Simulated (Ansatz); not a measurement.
# ClH₃MgSi + H₂O: a complex and its separated parts, part 2 of 2

Ansatz 0.2.0, Gaussian basis. Earlier steps stand in the parts before.

### 13 CAM-B3LYP-D4/def2-TZVPP

The inputs:

parta/in.yaml

```yaml
crystal:
  periodic: [false, false, false]
  atoms:
    - {symbol: Mg, position_ang: [-0.461425, -1.130697, -0.034222]}
    - {symbol: Si, position_ang: [0.298363, 0.377514, 1.885544]}
    - {symbol: Cl, position_ang: [-1.112173, -2.422793, -1.678238]}
    - {symbol: H, position_ang: [1.376463, -0.253037, 2.702524]}
    - {symbol: H, position_ang: [0.837123, 1.680683, 1.396848]}
    - {symbol: H, position_ang: [-0.817584, 0.699174, 2.822850]}
basis:
  gaussian: {orbitals: def2-TZVPP}
hamiltonian: {xc: {name: CAM-B3LYP}, dispersion: d4}
```

partb/in.yaml

```yaml
crystal:
  periodic: [false, false, false]
  atoms:
    - {symbol: H, position_ang: [0.263616, 1.069615, -2.279485]}
    - {symbol: O, position_ang: [-0.073017, 0.215147, -2.001481]}
    - {symbol: H, position_ang: [-0.311367, -0.235707, -2.814341]}
basis:
  gaussian: {orbitals: def2-TZVPP}
hamiltonian: {xc: {name: CAM-B3LYP}, dispersion: d4}
```

Each run has its own folder and the same command.

The run is started by

```bash
ansatz run in.yaml --threads 4 --pin off --events-out ev --progress --plain --max-ram 9574MiB
```

parta printed (excerpt; [...] marks lines left out):

```text
Functional definition: CAM-B3LYP
  name "CAM-B3LYP"
  cite "Yanai, Tew & Handy, Chem. Phys. Lett. 393, 51 (2004) doi:10.1016/j.cplett.2004.06.011"
  cite "Iikura, Tsuneda, Yanai & Hirao, J. Chem. Phys. 115, 3540 (2001) doi:10.1063/1.1383587"
  cite "Becke, Phys. Rev. A 38, 3098 (1988) doi:10.1103/PhysRevA.38.3098"
  cite "Lee, Yang & Parr, Phys. Rev. B 37, 785 (1988) doi:10.1103/PhysRevB.37.785"
[...]
  # Exact exchange under (alpha + beta erf(omega r))/r, Becke's under what is left of 1/r.
[...]
1069 factors; their error is unknown
264 factors; integrals over basis functions are off by at most 2.5e-5 eV
[...]
mean field -25896.63250738 eV, -951.6836912782 hartree, gradient 3.6e-5 eV, S^2 0.000000; 0 other end points of the search recorded, 0 dependent functions left out
reference -25896.63264015 eV, -951.6836961573 hartree; 23, 23 occupied and 135, 135 virtual orbitals, 1069 factors
Total energy: -25896.71602548 eV, -951.6867605119 hartree
```

Output in partb (excerpt; [...] marks lines left out):

```text
[... 6 set-up lines as earlier in the session ...]
[...]
  # Exact exchange under (alpha + beta erf(omega r))/r, Becke's under what is left of 1/r.
[...]
269 factors; their error is unknown
72 factors; integrals over basis functions are off by at most 2.3e-5 eV
[...]
mean field -2079.99969265 eV, -76.4385788304 hartree, gradient 1.1e-5 eV, S^2 0.000000; 0 other end points of the search recorded, 0 dependent functions left out
reference -2079.99976008 eV, -76.4385813083 hartree; 5, 5 occupied and 54, 54 virtual orbitals, 269 factors
Total energy: -2080.00382588 eV, -76.4387307239 hartree
```

They took 1.6 s (parta), 0.35 s (partb) on 4 threads of Intel Xeon at 2.70GHz, shared host.

### 14 wB97X-V/def2-TZVPP

Each input of step 13 (parta, partb) changes in the same lines:

```diff
-hamiltonian: {xc: {name: CAM-B3LYP}, dispersion: d4}
+hamiltonian: {xc: {name: wB97X-V}}
```

The same command starts each run, in its folder.

The run is started by

```bash
ansatz run in.yaml --threads 4 --pin off --events-out ev --progress --plain --max-ram 9574MiB
```

Log of parta (excerpt; [...] marks lines left out):

```text
Functional definition: wB97X-V
  name "wB97X-V"
  cite "Mardirossian & Head-Gordon, Phys. Chem. Chem. Phys. 16, 9904 (2014) doi:10.1039/C3CP54374A"
[... 2 set-up lines as earlier in the session ...]
[...]
      + integral(e_c_pw_opposite_spin*poly(b97_u_opposite, cos0, cos1)) + vv10(b, c)
1066 factors; their error is unknown
231 factors; integrals over basis functions are off by at most 2.1e-5 eV
[...]
mean field -25892.04434911 eV, -951.5150795716 hartree, gradient 8.8e-5 eV, S^2 0.000000; 0 other end points of the search recorded, 0 dependent functions left out
reference -25892.04434683 eV, -951.5150794881 hartree; 23, 23 occupied and 135, 135 virtual orbitals, 1066 factors
Total energy: -25892.04434683 eV, -951.5150794881 hartree
```

Output in partb (excerpt; [...] marks lines left out):

```text
[... 5 set-up lines as earlier in the session ...]
[...]
      + integral(e_c_pw_opposite_spin*poly(b97_u_opposite, cos0, cos1)) + vv10(b, c)
269 factors; their error is unknown
69 factors; integrals over basis functions are off by at most 2.2e-5 eV
[...]
mean field -2079.88766554 eV, -76.4344619102 hartree, gradient 2.2e-5 eV, S^2 0.000000; 0 other end points of the search recorded, 0 dependent functions left out
reference -2079.88766465 eV, -76.4344618773 hartree; 5, 5 occupied and 54, 54 virtual orbitals, 269 factors
Total energy: -2079.88766465 eV, -76.4344618773 hartree
```

Wall times: 3.3 s (parta), 0.61 s (partb) on 4 threads of Intel Xeon at 2.70GHz, shared host.

### 15 wB97M-V/def2-TZVPP

Each input of step 14 (parta, partb) changes in the same lines:

```diff
-hamiltonian: {xc: {name: wB97X-V}}
+hamiltonian: {xc: {name: wB97M-V}}
```

One command serves all of them, each in its own folder.

The run is started by

```bash
ansatz run in.yaml --threads 4 --pin off --events-out ev --progress --plain --max-ram 9574MiB
```

parta printed (excerpt; [...] marks lines left out):

```text
Functional definition: wB97M-V
  name "wB97M-V"
  cite "Mardirossian & Head-Gordon, J. Chem. Phys. 144, 214110 (2016) doi:10.1063/1.4952647"
[... 2 set-up lines as earlier in the session ...]
  # Of w^i u^j: cxij and so on, Table III.
[...]
  gx(w, u) = 1 - cx + cx01*u + cx10*w
[...]
      + integral(e_c_pw_mod_opposite_spin*gos(b97_w_opposite, b97_u_opposite)) + vv10(b, c)
1066 factors; their error is unknown
231 factors; integrals over basis functions are off by at most 2.1e-5 eV
[...]
mean field -25894.28934215 eV, -951.5975815443 hartree, gradient 8.5e-5 eV, S^2 0.000000; 0 other end points of the search recorded, 0 dependent functions left out
reference -25894.28939780 eV, -951.5975835893 hartree; 23, 23 occupied and 135, 135 virtual orbitals, 1066 factors
Total energy: -25894.28939780 eV, -951.5975835893 hartree
```

partb printed (excerpt; [...] marks lines left out):

```text
[... 5 set-up lines as earlier in the session ...]
  # Of w^i u^j: cxij and so on, Table III.
[...]
  gx(w, u) = 1 - cx + cx01*u + cx10*w
[...]
      + integral(e_c_pw_mod_opposite_spin*gos(b97_w_opposite, b97_u_opposite)) + vv10(b, c)
269 factors; their error is unknown
69 factors; integrals over basis functions are off by at most 2.2e-5 eV
[...]
mean field -2079.85937162 eV, -76.4334221276 hartree, gradient 2.9e-5 eV, S^2 0.000000; 0 other end points of the search recorded, 0 dependent functions left out
reference -2079.85939363 eV, -76.4334229364 hartree; 5, 5 occupied and 54, 54 virtual orbitals, 269 factors
Total energy: -2079.85939363 eV, -76.4334229364 hartree
```

They took 3.4 s (parta), 0.76 s (partb) on 4 threads of Intel Xeon at 2.70GHz, shared host.

### 16 B2PLYP/def2-TZVPP

Each input of step 15 (parta, partb) changes in the same lines:

```diff
-hamiltonian: {xc: {name: wB97M-V}}
+hamiltonian: {xc: {name: B2PLYP}}
```

Each run has its own folder and the same command.

The run is started by

```bash
ansatz run in.yaml --threads 4 --pin off --events-out ev --progress --plain --max-ram 9574MiB
```

Log of parta (excerpt; [...] marks lines left out):

```text
Functional definition: B2PLYP
  name "B2PLYP"
  cite "Grimme, J. Chem. Phys. 124, 034108 (2006) doi:10.1063/1.2148954"
[... 2 set-up lines as earlier in the session ...]
[...]
990 factors; integrals over basis functions are off by at most 7.8e-4 eV
[...]
mean field -25882.92941827 eV, -951.1801120419 hartree, gradient 1.7e-6 eV, S^2 0.000000; 0 other end points of the search recorded, 0 dependent functions left out
11 core orbitals not correlated: weight in the atoms' cores, before any rotation towards them, 1.000 or more for the frozen orbitals, at most 0.000 for the correlated occupied ones
reference -25882.92959053 eV, -951.1801183723 hartree; 12, 12 occupied and 135, 135 virtual orbitals, 990 factors
second order -16.59456362 eV of doubles, -0.00000000 eV of singles
Total energy: -25887.41012271 eV, -951.3447748928 hartree
```

Output in partb (excerpt; [...] marks lines left out):

```text
[... 5 set-up lines as earlier in the session ...]
[...]
361 factors; integrals over basis functions are off by at most 8.1e-4 eV
[...]
mean field -2077.03829524 eV, -76.3297494831 hartree, gradient 1.2e-6 eV, S^2 0.000000; 0 other end points of the search recorded, 0 dependent functions left out
1 core orbitals not correlated: weight in the atoms' cores, before any rotation towards them, 1.000 or more for the frozen orbitals, at most 0.000 for the correlated occupied ones
reference -2077.03838026 eV, -76.3297526075 hartree; 4, 4 occupied and 54, 54 virtual orbitals, 361 factors
second order -8.41861107 eV of doubles, -0.00000000 eV of singles
Total energy: -2079.31140525 eV, -76.4132847352 hartree
```

Wall times: 2.1 s (parta), 0.45 s (partb) on 4 threads of Intel Xeon at 2.70GHz, shared host.

### 17 PBE-QIDH/def2-TZVPP

Each input of step 16 (parta, partb) changes in the same lines:

```diff
-hamiltonian: {xc: {name: B2PLYP}}
+hamiltonian: {xc: {name: PBE-QIDH}}
```

The same command starts each run, in its folder.

The run is started by

```bash
ansatz run in.yaml --threads 4 --pin off --events-out ev --progress --plain --max-ram 9574MiB
```

Output in parta (excerpt; [...] marks lines left out):

```text
Functional definition: PBE-QIDH
  name "PBE-QIDH"
  cite "Brémond, Sancho-García, Pérez-Jiménez & Adamo, J. Chem. Phys. 141, 031101 (2014) doi:10.1063/1.4890314"
[... 1 set-up line as earlier in the session ...]
[...]
990 factors; integrals over basis functions are off by at most 7.8e-4 eV
[...]
mean field -25874.99525047 eV, -950.8885367530 hartree, gradient 7.7e-6 eV, S^2 0.000000; 0 other end points of the search recorded, 0 dependent functions left out
11 core orbitals not correlated: weight in the atoms' cores, before any rotation towards them, 1.000 or more for the frozen orbitals, at most 0.000 for the correlated occupied ones
reference -25874.99526462 eV, -950.8885372732 hartree; 12, 12 occupied and 135, 135 virtual orbitals, 990 factors
second order -15.54232503 eV of doubles, -0.00000000 eV of singles
Total energy: -25880.17603963 eV, -951.0789272432 hartree
```

partb printed (excerpt; [...] marks lines left out):

```text
[... 4 set-up lines as earlier in the session ...]
[...]
361 factors; integrals over basis functions are off by at most 8.1e-4 eV
[...]
mean field -2075.58437366 eV, -76.2763188504 hartree, gradient 2.2e-6 eV, S^2 0.000000; 0 other end points of the search recorded, 0 dependent functions left out
1 core orbitals not correlated: weight in the atoms' cores, before any rotation towards them, 1.000 or more for the frozen orbitals, at most 0.000 for the correlated occupied ones
reference -2075.58437915 eV, -76.2763190522 hartree; 4, 4 occupied and 54, 54 virtual orbitals, 361 factors
second order -7.85889391 eV of doubles, -0.00000000 eV of singles
Total energy: -2078.20401046 eV, -76.3725887270 hartree
```

Wall times: 1.9 s (parta), 0.45 s (partb) on 4 threads of Intel Xeon at 2.70GHz, shared host.

### 18 RPA on PBE/def2-TZVPP

Each input of step 17 (parta, partb) changes in the same lines:

```diff
-hamiltonian: {xc: {name: PBE-QIDH}}
+hamiltonian: {xc: pbe}
+correlation: {method: rpa}
```

The same command starts each run, in its folder.

The run is started by

```bash
ansatz run in.yaml --threads 4 --pin off --events-out ev --progress --plain --max-ram 9574MiB
```

parta printed (excerpt; [...] marks lines left out):

```text
[... 4 set-up lines as earlier in the session ...]
[...]
990 factors; integrals over basis functions are off by at most 7.8e-4 eV
[...]
mean field -25883.29574866 eV, -951.1935744352 hartree, gradient 3.2e-6 eV, S^2 0.000000; 0 other end points of the search recorded, 0 dependent functions left out
11 core orbitals not correlated: weight in the atoms' cores, before any rotation towards them, 1.000 or more for the frozen orbitals, at most 0.000 for the correlated occupied ones
reference -25846.78867048 eV, -949.8519640576 hartree; 12, 12 occupied and 135, 135 virtual orbitals, 990 factors
Total energy: -25870.83625073 eV, -950.7356963318 hartree
```

partb printed (excerpt; [...] marks lines left out):

```text
[... 4 set-up lines as earlier in the session ...]
[...]
361 factors; integrals over basis functions are off by at most 8.1e-4 eV
[...]
mean field -2078.40752347 eV, -76.3800676925 hartree, gradient 2.5e-6 eV, S^2 0.000000; 0 other end points of the search recorded, 0 dependent functions left out
1 core orbitals not correlated: weight in the atoms' cores, before any rotation towards them, 1.000 or more for the frozen orbitals, at most 0.000 for the correlated occupied ones
reference -2069.53701386 eV, -76.0540824768 hartree; 4, 4 occupied and 54, 54 virtual orbitals, 361 factors
Total energy: -2080.48254323 eV, -76.4563232619 hartree
```

Wall times: 1.8 s (parta), 0.5 s (partb) on 4 threads of Intel Xeon at 2.70GHz, shared host.

### 19 CCSD(T)/def2-TZVPP

The same edit goes into each in.yaml of step 18 (parta, partb):

```diff
-hamiltonian: {xc: pbe}
-correlation: {method: rpa}
+correlation: {method: ccsd_t}
```

Each run has its own folder and the same command.

The run is started by

```bash
ansatz run in.yaml --threads 4 --pin off --events-out ev --progress --plain --max-ram 9574MiB
```

Log of parta (excerpt; [...] marks lines left out):

```text
Functional definition: HF
  name "HF"
  cite "Fock, Z. Phys. 61, 126 (1930) doi:10.1007/BF01340294"
[... 1 set-up line as earlier in the session ...]
[...]
990 factors; integrals over basis functions are off by at most 7.8e-4 eV
[...]
mean field -25847.72977770 eV, -949.8865491099 hartree, gradient 3.2e-6 eV, S^2 0.000000; 0 other end points of the search recorded, 0 dependent functions left out
11 core orbitals not correlated: weight in the atoms' cores, before any rotation towards them, 1.000 or more for the frozen orbitals, at most 0.000 for the correlated occupied ones
reference -25847.72977770 eV, -949.8865491099 hartree; 12, 12 occupied and 135, 135 virtual orbitals, 990 factors
second order -13.97003119 eV of doubles, -0.00000000 eV of singles
cycle   1  -14.95901364 eV  change   -9.9e-1 eV  update   7.3e-2
[...]
cycle   8  -15.32714103 eV  change   -1.7e-5 eV  update   2.6e-5
perturbative correction -0.42995706 eV, -0.0158006306 hartree
Total energy: -25863.48687579 eV, -950.4656117841 hartree
```

partb printed (excerpt; [...] marks lines left out):

```text
[... 4 set-up lines as earlier in the session ...]
[...]
361 factors; integrals over basis functions are off by at most 8.1e-4 eV
[...]
mean field -2069.76244922 eV, -76.0623670736 hartree, gradient 3.6e-6 eV, S^2 0.000000; 0 other end points of the search recorded, 0 dependent functions left out
1 core orbitals not correlated: weight in the atoms' cores, before any rotation towards them, 1.000 or more for the frozen orbitals, at most 0.000 for the correlated occupied ones
reference -2069.76244922 eV, -76.0623670736 hartree; 4, 4 occupied and 54, 54 virtual orbitals, 361 factors
second order -7.10549103 eV of doubles, -0.00000000 eV of singles
cycle   1  -7.11157118 eV  change   -6.1e-3 eV  update   4.1e-2
[...]
cycle   8  -7.26601717 eV  change    3.2e-6 eV  update   7.2e-6
perturbative correction -0.20739441 eV, -0.0076216039 hartree
Total energy: -2077.23586080 eV, -76.3370098834 hartree
```

Times: 11 s (parta), 0.6 s (partb) on 4 threads of Intel Xeon at 2.70GHz, shared host; peak memory 1.1 GiB.

### 20 Vibrations of ClH₃MgSi

vib-parta/in.yaml

```yaml
crystal:
  periodic: [false, false, false]
  atoms:
    - {symbol: Mg, position_ang: [-0.461425, -1.130697, -0.034222]}
    - {symbol: Si, position_ang: [0.298363, 0.377514, 1.885544]}
    - {symbol: Cl, position_ang: [-1.112173, -2.422793, -1.678238]}
    - {symbol: H, position_ang: [1.376463, -0.253037, 2.702524]}
    - {symbol: H, position_ang: [0.837123, 1.680683, 1.396848]}
    - {symbol: H, position_ang: [-0.817584, 0.699174, 2.822850]}
basis:
  gaussian: {orbitals: def2-TZVP}
hamiltonian: {xc: pbe0, dispersion: d4}
phonons: {temperatures: {t_min: 298.15, t_max: 900, t_step: 200}}
```

The run is started by

```bash
ansatz run in.yaml --threads 4 --pin off --events-out ev --progress --plain --max-ram 9574MiB
```

The log of the run (excerpt; [...] marks lines left out):

```text
[... 5 set-up lines as earlier in the session ...]
[...]
956 factors; their error is unknown
[...]
mean field -25885.69578318 eV, -951.2817740771 hartree, gradient 2.1e-5 eV, S^2 0.000000; 0 other end points of the search recorded, 0 dependent functions left out
[...]
Atom 3 at     1.376463    -0.253037     2.702524 Å, force    -0.000297    -0.000002    -0.000307 eV/Å
Atom 4 at     0.837123     1.680683     1.396848 Å, force    -0.000116    -0.000306    -0.000101 eV/Å
Atom 5 at    -0.817584     0.699174     2.822850 Å, force     0.000131    -0.000234    -0.000321 eV/Å
Dipole moment:     0.093670     0.186095     0.236564 e Å
Vibrations: 87.23 87.24 262.06 395.12 395.15 533.21 841.81 939.52 939.53 2187.37 2197.61 2197.62 cm⁻¹, zero-point energy 0.685848 eV
```

Run time: 36 s. Hardware: 4 threads of Intel Xeon at 2.70GHz, shared host.

The modes, with what each moves most:

| mode | wavenumber (cm⁻¹) | character |
| --- | --- | --- |
| 1 | 87 | bend |
| 2 | 87 | bend |
| 3 | 262 | Mg–Si stretch |
| 4 | 395 | bend |
| 5 | 395 | bend |
| 6 | 533 | Mg–Cl stretch |
| 7 | 842 | bend |
| 8 | 940 | bend |
| 9 | 940 | bend |
| 10 | 2187 | Si–H stretch |
| 11 | 2198 | Si–H stretch |
| 12 | 2198 | Si–H stretch |

Vibrational sums (real modes only):

| T (K) | entropy (J/mol/K) | heat capacity (J/mol/K) |
| --- | --- | --- |
| 298 | 50.4 | 47.3 |
| 498 | 78.6 | 62.5 |
| 698 | 101.4 | 72.4 |
| 898 | 120.5 | 79.4 |

### 21 Vibrations of H₂O

vib-partb/in.yaml

```yaml
crystal:
  periodic: [false, false, false]
  atoms:
    - {symbol: H, position_ang: [0.263616, 1.069615, -2.279485]}
    - {symbol: O, position_ang: [-0.073017, 0.215147, -2.001481]}
    - {symbol: H, position_ang: [-0.311367, -0.235707, -2.814341]}
basis:
  gaussian: {orbitals: def2-TZVP}
hamiltonian: {xc: pbe0, dispersion: d4}
phonons: {temperatures: {t_min: 298.15, t_max: 900, t_step: 200}}
```

The run is started by

```bash
ansatz run in.yaml --threads 4 --pin off --events-out ev --progress --plain --max-ram 9574MiB
```

The log of the run (excerpt; [...] marks lines left out):

```text
[... 5 set-up lines as earlier in the session ...]
[...]
239 factors; their error is unknown
[...]
mean field -2078.33307662 eV, -76.3773318212 hartree, gradient 1.2e-5 eV, S^2 0.000000; 0 other end points of the search recorded, 0 dependent functions left out
[...]
Total energy: -2078.33734629 eV, -76.3774887285 hartree
Atom 0 at     0.263616     1.069615    -2.279485 Å, force     0.000181     0.000740    -0.001986 eV/Å
Atom 1 at    -0.073017     0.215147    -2.001481 Å, force    -0.001040    -0.002761     0.001649 eV/Å
Atom 2 at    -0.311367    -0.235707    -2.814341 Å, force     0.000859     0.002021     0.000336 eV/Å
Dipole moment:     0.036246     0.148844    -0.402267 e Å
Vibrations: 1622.65 3851.67 3959.58 cm⁻¹, zero-point energy 0.584827 eV
```

Wall time 2 s (4 threads of Intel Xeon at 2.70GHz, shared host).

The modes, with what each moves most:

| mode | wavenumber (cm⁻¹) | character |
| --- | --- | --- |
| 1 | 1623 | bend |
| 2 | 3852 | O–H stretch |
| 3 | 3960 | O–H stretch |

Vibrational sums (real modes only):

| T (K) | entropy (J/mol/K) | heat capacity (J/mol/K) |
| --- | --- | --- |
| 298 | 0.0 | 0.2 |
| 498 | 0.4 | 1.7 |
| 698 | 1.4 | 3.9 |
| 898 | 2.6 | 6.1 |

### 22 Complex less separated parts

The complex's own energies come from single points at the same levels.

Rows are in def2-TZVPP; times add the 3 runs of a level on a shared host, so small differences are noise.

Differences are taken before rounding.

| method | rung | complex less parts (kJ/mol) | from CCSD(T) (kJ/mol) | time |
| --- | --- | --- | --- | --- |
| SPW92 | LDA | -107.1 | -17.8 | 2.6 s |
| PBE-D4 | GGA | -87.4 | +1.8 | 3.5 s |
| BLYP-D4 | GGA | -83.5 | +5.8 | 3.3 s |
| r2SCAN-D4 | meta-GGA | -95.5 | -6.3 | 6.6 s |
| B97M-V | meta-GGA | -93.1 | -3.8 | 9.8 s |
| PBE0-D4 | hybrid | -90.9 | -1.6 | 5.3 s |
| B3LYP-D4 | hybrid | -88.3 | +0.9 | 4 s |
| r2SCAN0-D4 | hybrid | -96.8 | -7.6 | 6.4 s |
| BHLYP-D4 | hybrid | -94.4 | -5.1 | 3.8 s |
| CAM-B3LYP-D4 | range-separated hybrid | -93.8 | -4.5 | 6.5 s |
| wB97X-V | range-separated hybrid | -92.3 | -3.1 | 10 s |
| wB97M-V | range-separated hybrid | -92.3 | -3.0 | 9.7 s |
| B2PLYP | double hybrid | -85.5 | +3.8 | 6.5 s |
| PBE-QIDH | double hybrid | -91.2 | -1.9 | 8.4 s |
| RPA on PBE | RPA | -82.8 | +6.5 | 6.9 s |
| Hartree-Fock | wavefunction | -82.1 | +7.1 |  |
| MP2 | wavefunction | -90.0 | -0.7 |  |
| CCSD | wavefunction | -88.4 | +0.8 |  |
| CCSD(T) | wavefunction | -89.3 | 0 | 1.8 min |

Among the levels timed on like hardware and quicker than the yardstick, those that no quicker one beats, quickest first: SPW92 (2.6 s, -17.8 kJ/mol); BLYP-D4 (3.3 s, +5.8 kJ/mol); PBE-D4 (3.5 s, +1.8 kJ/mol); B3LYP-D4 (4 s, +0.9 kJ/mol).

For cost: B3LYP-D4 gets within 0.9 kJ/mol in 4 s, where CCSD(T) took 1.8 min; the quickest level in the cost chart, SPW92, takes 2.6 s and misses by 17.8 kJ/mol.

The complex's zero-point energy, from a separate PBE0-D4 run, is 1.346 eV.

### 23 Summary of results

The summary covers parts 1 to 2.

```
                              quantity         value
complex less parts, CCSD(T)/def2-TZVPP  -89.3 kJ/mol
                with zero-point energy  -81.9 kJ/mol
                 largest T1 diagnostic         0.009
```

At CCSD(T) the complex lies 89.3 kJ/mol below its parts. Among the functionals B3LYP-D4 lands nearest to CCSD(T) (+0.9 kJ/mol) and SPW92 farthest (-17.8 kJ/mol). Mean unsigned error by rung: LDA 17.8, GGA 3.8, meta-GGA 5.1, hybrid 3.8, range-separated hybrid 3.5, double hybrid 2.9 kJ/mol. PBE-D4 gives a relative energy 1.8 kJ/mol too high, inside chemical accuracy (1 kcal/mol, 4.2 kJ/mol). No counterpoise was applied, and triple zeta lacks some correlation, so the CCSD(T) reference has a basis error of its own, and close matches with it are partly luck.
